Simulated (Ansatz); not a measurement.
# C₂H₄ClGeN, SMILES [CH3][GeH]([Cl])[C]#N: harmonic frequencies at the relaxed geometry

Computed with the Python package of Ansatz (0.2.0).

`c2h4clgen_freq.py`
```python
import logging
import sys

import ansatz as az
from ase import Atoms
from ase.thermochemistry import IdealGasThermo
import numpy as np

logging.basicConfig(stream=sys.stdout, format="%(levelname)s:%(name)s:%(message)s")
logger = logging.getLogger("run")
logger.setLevel(logging.INFO)

geometry = (
    az.Crystal.molecule()
    .atom("C", [-1.0869, -0.6788, 0.2777])
    .atom("Ge", [0.6001, -0.0998, -0.4182])
    .atom("Cl", [2.0984, -1.3897, 0.3925])
    .atom("C", [1.0278, 1.7045, 0.0864])
    .atom("N", [1.1693, 2.7806, 0.3825])
    .atom("H", [-1.9187, 0.0454, -0.1563])
    .atom("H", [-1.1112, -0.5522, 1.3763])
    .atom("H", [-1.3018, -1.6659, -0.037])
    .atom("H", [0.6116, -0.1905, -1.9211])
)

calc = geometry.calculation()
calc = calc.basis(gaussian="def2-SVP").functional("pbe0")
symbols = [site.symbol for site in geometry.cartesian_sites]
start = np.array([site.position_ang for site in geometry.cartesian_sites], dtype=float)
summary = calc.relax(force_tolerance=0.003).run().report
end = np.array(summary["positions_ang"])

logger.info("final positions (A) and the move of each atom")
for symbol, xyz, old in zip(symbols, end, start):
    logger.info(f"{symbol:2s} {xyz[0]:10.5f} {xyz[1]:10.5f} {xyz[2]:10.5f}   {np.linalg.norm(xyz - old):7.4f}")

minimum = az.Crystal.molecule()
for symbol, place in zip(symbols, end):
    minimum = minimum.atom(symbol, place.tolist())
vibrating = (
    minimum.calculation()
    .basis(gaussian="def2-SVP")
    .functional("pbe0")
    .phonons(temperatures=(100, 500, 100))
)
vib = vibrating.run().report["vibrations"]
sums = vib["harmonic_sums"]
modes = [m["omega_inv_cm"] for m in sums["modes_at_gamma"] if m["rigid_motion"] == "no"]
for number, w in enumerate(modes, start=1):
    logger.info(f"mode {number:2d} {w:9.1f} 1/cm {w / 8065.544 * 1000:8.2f} meV")
print("imaginary modes:", sum(w < 0 for w in modes), " zero-point energy:", round(sums["zero_point_energy_ev"], 4), "eV")
gas = IdealGasThermo(vib_energies=[w / 8065.544 for w in modes if w > 0], geometry="linear" if len(modes) == 3 * len(symbols) - 5 else "nonlinear",
                     atoms=Atoms(symbols, positions=end), symmetrynumber=1, spin=0.0)
logger.info(f"H(298 K) - E = {gas.get_enthalpy(298.15, verbose=False):.4f} eV")
logger.info(f"S(298 K, 1 bar) = {96485.33 * gas.get_entropy(298.15, 1e5, verbose=False):.1f} J/(mol K) with symmetry number 1")
```

```console
$ python c2h4clgen_freq.py
INFO:run:final positions (A) and the move of each atom
INFO:run:C    -1.13015   -0.63533    0.27736    0.0613
INFO:run:Ge    0.58079   -0.12710   -0.45828    0.0522
INFO:run:Cl    2.13587   -1.35520    0.39126    0.0509
INFO:run:C     0.98114    1.68158    0.08439    0.0520
INFO:run:N     1.18796    2.77449    0.41182    0.0353
INFO:run:H    -1.91493    0.02748   -0.11561    0.0446
INFO:run:H    -1.09961   -0.54976    1.37219    0.0125
INFO:run:H    -1.36019   -1.67398    0.00201    0.0707
INFO:run:H     0.70771   -0.18859   -1.98234    0.1140
INFO:run:mode  1     103.9 1/cm    12.89 meV
INFO:run:mode  2     125.2 1/cm    15.52 meV
INFO:run:mode  3     134.0 1/cm    16.62 meV
INFO:run:mode  4     163.3 1/cm    20.24 meV
INFO:run:mode  5     320.2 1/cm    39.70 meV
INFO:run:mode  6     342.6 1/cm    42.48 meV
INFO:run:mode  7     430.9 1/cm    53.43 meV
INFO:run:mode  8     488.7 1/cm    60.59 meV
INFO:run:mode  9     630.2 1/cm    78.13 meV
INFO:run:mode 10     670.0 1/cm    83.06 meV
INFO:run:mode 11     725.3 1/cm    89.93 meV
INFO:run:mode 12     821.7 1/cm   101.88 meV
INFO:run:mode 13     859.1 1/cm   106.51 meV
INFO:run:mode 14    1262.5 1/cm   156.54 meV
INFO:run:mode 15    1423.7 1/cm   176.51 meV
INFO:run:mode 16    1427.5 1/cm   176.99 meV
INFO:run:mode 17    2204.9 1/cm   273.37 meV
INFO:run:mode 18    2354.1 1/cm   291.88 meV
INFO:run:mode 19    3074.9 1/cm   381.24 meV
INFO:run:mode 20    3191.1 1/cm   395.64 meV
INFO:run:mode 21    3200.2 1/cm   396.77 meV
imaginary modes: 0  zero-point energy: 1.485 eV
INFO:run:H(298 K) - E = 1.7107 eV
INFO:run:S(298 K, 1 bar) = 360.4 J/(mol K) with symmetry number 1
```

What to keep in mind:
- The frequencies are harmonic and unscaled, in a modest basis.
- The entropy takes a symmetry number of 1; a symmetric molecule's is lower by R ln(sigma).
- Finished in 4.8 min on 1 thread of Arm Neoverse V1, on a shared host, peak memory 0.4 GiB.
